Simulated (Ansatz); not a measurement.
# C2H12Ga2OSiSn: up Jacob's ladder to CCSD(T)

How much do the methods differ for C2H12Ga2OSiSn? The plan is to run it at one geometry with functionals of several rungs and with coupled cluster. The yardstick is the atomisation energy at the CCSD(T) limit.

Program: Ansatz 0.2.0, Gaussian basis. Level of theory: functionals in def2-TZVPP, the program's frozen cores in correlated methods. These are calculated values, not measurements.

The runs, in order: LDA (SPW92), PBE-D4, revPBE-D4, BLYP-D4, r2SCAN-D4, B97M-V, PBE0-D4, B3LYP-D4, r2SCANh-D4, r2SCAN0-D4, HSE06-D4, BHLYP-D4, CAM-B3LYP-D4, LC-ωPBE, ωB97X-V, ωB97M-V, B2PLYP, PBE-QIDH; CCSD(T)/def2-SVP; CCSD(T)/def2-TZVPP; MP2/def2-QZVPP; extrapolation to the limit; RPA on PBE.

**1. The relaxed structure**

All runs share one geometry, relaxed beforehand with PBE0-D4 in a triple-zeta def2 set. Sn takes the def2 core potential; no spin-orbit term is included.

SMILES `CO[CH2][SnH2][SiH2][GaH][GaH2]`, 19 atoms, charge 0, spin multiplicity 1.

Atoms are counted from 1 here; the program's logs count them from 0.

Bond lengths: C1–O2 1.413 Å, C1–H8 1.097 Å, C1–H9 1.089 Å, C1–H10 1.094 Å, O2–C3 1.430 Å, C3–Sn4 2.203 Å, C3–H11 1.090 Å, C3–H12 1.094 Å, Sn4–Si5 2.568 Å, Sn4–H13 1.712 Å, Sn4–H14 1.715 Å, Si5–Ga6 2.435 Å, Si5–H15 1.491 Å, Si5–H16 1.497 Å, Ga6–Ga7 2.474 Å, Ga6–H17 1.581 Å, Ga7–H18 1.579 Å, Ga7–H19 1.581 Å. Angles: O2–C1–H8 110.9°, O2–C1–H9 107.3°, O2–C1–H10 109.8°, H8–C1–H9 109.6°, H8–C1–H10 109.4°, H9–C1–H10 109.8°, C1–O2–C3 114.2°, O2–C3–Sn4 115.3°, O2–C3–H11 105.7°, O2–C3–H12 108.3°, Sn4–C3–H11 108.7°, Sn4–C3–H12 110.3°, H11–C3–H12 108.2°, C3–Sn4–Si5 107.8°, C3–Sn4–H13 103.9°, C3–Sn4–H14 107.1°, Si5–Sn4–H13 114.3°, Si5–Sn4–H14 115.6° and more.

**2. LDA**

This LDA is Slater exchange with PW92 correlation.

Contents of in.yaml:

```yaml
crystal:
  periodic: [false, false, false]
  atoms:
    - {symbol: C, position_ang: [-1.650220, -1.020673, 0.513536]}
    - {symbol: O, position_ang: [-0.402220, -0.750234, 1.119245]}
    - {symbol: C, position_ang: [0.699375, -1.441659, 0.524006]}
    - {symbol: Sn, position_ang: [1.140160, -0.892746, -1.563976]}
    - {symbol: Si, position_ang: [0.215239, 1.468020, -1.968818]}
    - {symbol: Ga, position_ang: [0.416074, 2.573564, 0.191228]}
    - {symbol: Ga, position_ang: [-0.080373, 1.108857, 2.121767]}
    - {symbol: H, position_ang: [-1.670129, -0.656181, -0.520457]}
    - {symbol: H, position_ang: [-2.411512, -0.505868, 1.096964]}
    - {symbol: H, position_ang: [-1.840687, -2.097626, 0.522528]}
    - {symbol: H, position_ang: [1.566192, -1.201159, 1.139276]}
    - {symbol: H, position_ang: [0.513279, -2.517350, 0.602359]}
    - {symbol: H, position_ang: [2.845434, -1.008198, -1.667068]}
    - {symbol: H, position_ang: [0.484035, -2.125163, -2.559260]}
    - {symbol: H, position_ang: [0.828474, 2.020446, -3.211061]}
    - {symbol: H, position_ang: [-1.228579, 1.213150, -2.272705]}
    - {symbol: H, position_ang: [0.927877, 4.068829, 0.164558]}
    - {symbol: H, position_ang: [-1.506247, 1.161631, 2.798513]}
    - {symbol: H, position_ang: [1.153828, 0.602371, 2.969375]}
basis:
  gaussian: {orbitals: def2-TZVPP}
hamiltonian: {xc: lda}
output: {orbitals: {seedname: orbitals}}
```

Started as:

```sh
ansatz run in.yaml --threads 4 --pin off --events-out ev --progress --plain --max-ram 66560MiB --backend cuda --devices 0, --max-vram 37GiB
```

The runs that follow: PBE-D4 (GGA); revPBE-D4 (GGA); BLYP-D4 (GGA); r2SCAN-D4 (meta-GGA); B97M-V (meta-GGA); PBE0-D4 (hybrid); B3LYP-D4 (hybrid); r2SCANh-D4 (hybrid); r2SCAN0-D4 (hybrid); HSE06-D4 (hybrid); BHLYP-D4 (hybrid); CAM-B3LYP-D4 (range-separated); LC-ωPBE (range-separated); ωB97X-V (range-separated); ωB97M-V (range-separated); B2PLYP (double hybrid); PBE-QIDH (double hybrid); CCSD(T) in def2-SVP; CCSD(T) in def2-TZVPP; MP2 in def2-QZVPP; RPA on PBE orbitals.

**Question.** What will the summary of the whole plan be? Wanted: atomisation energy, CCSD(T)/CBS; farthest beyond LDA; mean size of error, GGA; mean size of error, meta-GGA; mean size of error, hybrid; mean size of error, range-separated; mean size of error, double hybrid; gap, smallest and largest; T1 diagnostic.

As calculated:

| quantity | value |
| --- | --- |
| atomisation energy, CCSD(T)/CBS | 59.345 eV |
| functionals within 0.593 eV (1.0 %) | PBE-D4, r2SCAN-D4, B97M-V, r2SCANh-D4, CAM-B3LYP-D4, ωB97X-V, ωB97M-V |
| farthest beyond LDA | BHLYP-D4 (-1.708 eV) |
| mean size of error, GGA | 0.926 eV |
| mean size of error, meta-GGA | 0.153 eV |
| mean size of error, hybrid | 0.836 eV |
| mean size of error, range-separated | 0.420 eV |
| mean size of error, double hybrid | 1.182 eV |
| gap, smallest and largest | 2.44 eV (LDA (SPW92)), 8.60 eV (LC-ωPBE) |
| T1 diagnostic | 0.0138 |
| triples share of the correlation energy | 3.8 % |

**Reading.** LDA overbinds by 7.911 eV (13 %). PBE-D4 is off by -0.129 eV. Double hybrids carry the basis error of their MP2 part in triple zeta, and no dispersion term here, so their miss is partly the set-up's. The rungs meta-GGA, range-separated miss on average by less than the doubt on the reference (0.593 eV), so they tie. The reference freezes the cores and leaves out spin-orbit coupling and excitations past (T), and its outer-core shells are covered unevenly, so misses under about 0.593 eV can't be ranked. All levels share the lack of spin-orbit coupling, which lowers the free heavy atoms and so the true binding. Hartree-Fock recovers 71 % of the binding; the rest is correlation. CCSD(T) in def2-SVP is off by -3.566 eV, so the small basis spoils what the method gains. The gap grows from 2.4 to 8.6 eV across the functionals, mostly with the share of exact exchange. Correlated methods include outer-core shells of Ga, Sn, which these sets cover unevenly.
